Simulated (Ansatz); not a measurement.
# SnSe: shifting one sublattice

The task, for SnSe: map the energy as every Se atom is pushed off its site.

Computed with Ansatz 0.2.0 (DFT LDA, scalar-relativistic, plane waves, PAW, unless a step's input says otherwise).

1 further run of the same task is left out (set aside as unsound or not needed).

### Step 1. The system as given

The structure is cubic, space group Fm-3m (No. 225). The conventional cell has a = 5.893 Å, b = 5.893 Å, c = 5.893 Å, α = 90.00°, β = 90.00°, γ = 90.00°. Sn (site symmetry m-3m) is surrounded by 6 Se at 2.95 Å. Around Se (site symmetry m-3m) lie 6 Sn at 2.95 Å.

As a file:

```
Sn Se
1.0
     0.00000    2.94665    2.94665
     2.94665    0.00000    2.94665
     2.94665    2.94665    0.00000
Sn Se
1 1
Cartesian
  0.0000 0.0000 0.0000
  2.9466 2.9466 2.9466
```

This cell was relaxed beforehand with the same method: volume 25.58 Å³/atom, gap on the mesh 0.78 eV.

### Step 2. The reference cell

Reference values: F = -11263.6593 eV; pressure -0.01 GPa; largest force 0.000 eV/Å; gap on the mesh 0.78 eV. It was computed beforehand with the settings of the runs below.

### Step 3. Next: shifting one sublattice

Every Se atom is moved by x along the Cartesian unit vector (0.000, 0.000, -1.000); the cell and all other atoms stay fixed. Forces below are components along that vector, summed over the moved atoms.

### Step 4. At x = -0.300 Å

File input.yaml:

```yaml
crystal:
  lattice:
    - [0.0, 2.9466477701, 2.9466477701]
    - [2.9466477701, 0.0, 2.9466477701]
    - [2.9466477701, 2.9466477701, 0.0]
  atoms:
    - { symbol: Sn, position: [0.0, 0.0, 0.0] }
    - { symbol: Se, position: [0.5509053038, 0.5509053038, 0.4490946962] }
basis:
  ecutwfc: 420
kpoints:
  mp_grid: { grid: [8, 8, 8] }
hamiltonian:
  xc: lda
scf:
  occupations: { method: gaussian, width: 0.05 }
output:
  forces: true
  stress: true
  eigenvalues: true
```

Run with:

```
ansatz run input.yaml --threads 1 --pin off --max-ram 2560MiB --backend cpu --events-out ev --progress --plain --runs-dir out
```

### Step 5. x = 0.225 Å

Edit input.yaml of step 4 so:

```diff
@@ -7,3 +7,3 @@
     - { symbol: Sn, position: [0.0, 0.0, 0.0] }
-    - { symbol: Se, position: [0.5509053038, 0.5509053038, 0.4490946962] }
+    - { symbol: Se, position: [0.4618210221, 0.4618210221, 0.5381789779] }
 basis:
```

### Step 6. At x = -0.150 Å

Edit input.yaml of step 5 so:

```diff
@@ -7,3 +7,3 @@
     - { symbol: Sn, position: [0.0, 0.0, 0.0] }
-    - { symbol: Se, position: [0.4618210221, 0.4618210221, 0.5381789779] }
+    - { symbol: Se, position: [0.5254526519, 0.5254526519, 0.4745473481] }
 basis:
```

### Step 7. Point x = 0.075 Å

Edit input.yaml of step 6 so:

```diff
@@ -7,3 +7,3 @@
     - { symbol: Sn, position: [0.0, 0.0, 0.0] }
-    - { symbol: Se, position: [0.5254526519, 0.5254526519, 0.4745473481] }
+    - { symbol: Se, position: [0.487273674, 0.487273674, 0.512726326] }
 basis:
```

### Step 8. At x = 0.263 Å

Edit input.yaml of step 7 so:

```diff
@@ -7,3 +7,3 @@
     - { symbol: Sn, position: [0.0, 0.0, 0.0] }
-    - { symbol: Se, position: [0.487273674, 0.487273674, 0.512726326] }
+    - { symbol: Se, position: [0.4554578592, 0.4554578592, 0.5445421408] }
 basis:
```

### Step 9. x = 0.188 Å

Edit input.yaml of step 8 so:

```diff
@@ -7,3 +7,3 @@
     - { symbol: Sn, position: [0.0, 0.0, 0.0] }
-    - { symbol: Se, position: [0.4554578592, 0.4554578592, 0.5445421408] }
+    - { symbol: Se, position: [0.4681841851, 0.4681841851, 0.5318158149] }
 basis:
```

### Step 10. x = 0.113 Å

Edit input.yaml of step 9 so:

```diff
@@ -7,3 +7,3 @@
     - { symbol: Sn, position: [0.0, 0.0, 0.0] }
-    - { symbol: Se, position: [0.4681841851, 0.4681841851, 0.5318158149] }
+    - { symbol: Se, position: [0.4809105111, 0.4809105111, 0.5190894889] }
 basis:
```

### Step 11. At x = 0.037 Å

Edit input.yaml of step 10 so:

```diff
@@ -7,3 +7,3 @@
     - { symbol: Sn, position: [0.0, 0.0, 0.0] }
-    - { symbol: Se, position: [0.4809105111, 0.4809105111, 0.5190894889] }
+    - { symbol: Se, position: [0.493636837, 0.493636837, 0.506363163] }
 basis:
```

(Steps that only read results are left out.)

Q: Predict the outcome of this session.

The runs gave:

| quantity | value |
| --- | --- |
| force constant along x, from the points at -0.150, 0 and 0.037 Å | 0.48 eV/Å² |

In words: The restoring force grows by 0.48 eV/Å per Å near the site. The step of 0.15 Å is wide, so anharmonic terms mix in. The undisturbed cell stays the lowest of the sampled points. The gap on the mesh stays between 0.78 and 0.82 eV.

Spin-orbit coupling is left out, though the cell holds Sn; it can move the gap.
